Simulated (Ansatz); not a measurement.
# Au: the cost of one run

Method: DFT PBEsol, scalar-relativistic, plane waves, PAW, in Ansatz 0.2.0.

**1. Starting point**

It takes space group Im-3m (No. 229, cubic). Conventional cell: a = 3.315 Å, b = 3.315 Å, c = 3.315 Å, α = 90.00°, β = 90.00°, γ = 90.00°. Au (site symmetry m-3m) has 8 Au at 2.87 Å in its first shell of neighbours.

Structure file:

```xyz
1
Lattice="-1.6573 1.6573 1.6573 1.6573 -1.6573 1.6573 1.6573 1.6573 -1.6573" Properties=species:S:1:pos:R:3 pbc="T T T"
Au    0.0000    0.0000    0.0000
```

It goes back to an entry of the Materials Project, which need not be the stable form.

No relaxation comes first: the listed cell is the starting point.

**2. Zero of energy**

The reference gives a free energy of -13007.0442 eV, pressure -9.44 GPa, largest force 0.000 eV/Å and gap on the mesh none (metal). It was computed beforehand with the settings of the runs below.

**3. The scan: a two-dimensional strain map**

The cell is strained by p along both x and y and by q along z, with fractional coordinates fixed.

**4. p = -0.050, q = -0.050**

Contents of input.yaml:

```yaml
crystal:
  lattice:
    - [-1.57440555, 1.57440555, 1.57440555]
    - [1.57440555, -1.57440555, 1.57440555]
    - [1.57440555, 1.57440555, -1.57440555]
  atoms:
    - { symbol: Au, position: [0.0, 0.0, 0.0] }
basis:
  ecutwfc: 420
kpoints:
  mp_grid: { grid: [20, 20, 20] }
hamiltonian:
  xc: pbesol
scf:
  occupations: { method: gaussian, width: 0.15 }
output:
  forces: true
  stress: true
  eigenvalues: true
```

Started as:

```bash
$ ansatz run input.yaml --threads 1 --pin off --max-ram 2560MiB --backend cpu --events-out ev --progress --plain --runs-dir out
```

What time and memory should one allow on 1 thread of Intel Xeon 6975P-C (Granite Rapids), shared host?

About 1.4 s, with a peak of 0.35 GiB.
